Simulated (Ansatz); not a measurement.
# In2TeO2: the cost of one run

Program: Ansatz 0.2.0. Level of theory: DFT PBE, scalar-relativistic, plane waves, PAW. These are calculated values, not measurements.

**1. The structure to begin with**

The structure is tetragonal, space group P4/mmm (No. 123). The conventional cell has a = 4.500 Å, b = 4.500 Å, c = 5.924 Å, α = 90.00°, β = 90.00°, γ = 90.00°. In (site symmetry 4mm) is surrounded by 1 O at 1.78 Å. Te (site symmetry 4/mmm) has 6 O at 2.96 to 3.18 Å in its first shell of neighbours. Around O (site symmetry 4/mmm) lie 2 Te at 2.96 Å and 8 In at 3.39 Å. O (site symmetry 4/mmm) has 2 In at 1.78 Å in its first shell of neighbours.

As a file:

```xyz
5
Lattice="4.5003 0.0000 0.0000 0.0000 4.5003 0.0000 0.0000 0.0000 5.9239" Properties=species:S:1:pos:R:3 pbc="T T T"
In    0.0000    0.0000    4.7417
In    0.0000    0.0000    1.1823
Te    2.2502    2.2502    2.9620
O     2.2502    2.2502    0.0000
O     0.0000    0.0000    2.9620
```

Recipe of the guess: random cell by space group and Wyckoff sites (P4/mmm, No. 123). The dimensions are guesses.

**2. A first look at the guess**

input.yaml

```yaml
crystal:
  lattice:
    - [4.50030124, 0.0, 0.0]
    - [0.0, 4.50030124, 0.0]
    - [0.0, 0.0, 5.9239464]
  atoms:
    - { symbol: In, position: [0.0, 0.0, 0.80042856] }
    - { symbol: In, position: [0.0, 0.0, 0.19957144] }
    - { symbol: Te, position: [0.5, 0.5, 0.5] }
    - { symbol: O, position: [0.5, 0.5, 0.0] }
    - { symbol: O, position: [0.0, 0.0, 0.5] }
basis:
  ecutwfc: 420
kpoints:
  mp_grid: { grid: [4, 4, 4] }
hamiltonian:
  xc: pbe
scf:
  occupations: { method: gaussian, width: 0.1 }
  lower_state_search: "off"
output:
  forces: true
  stress: true
  eigenvalues: true
```

The run is started by

```
$ ansatz run input.yaml --threads 1 --pin off --max-ram 2560MiB --backend cpu --events-out ev --progress --plain --runs-dir out
```

Q: Estimate wall time and peak memory on 1 thread of Intel Xeon at 2.50GHz (Skylake/Cascade Lake), shared host.

About 8.6 s, with a peak of 0.41 GiB.
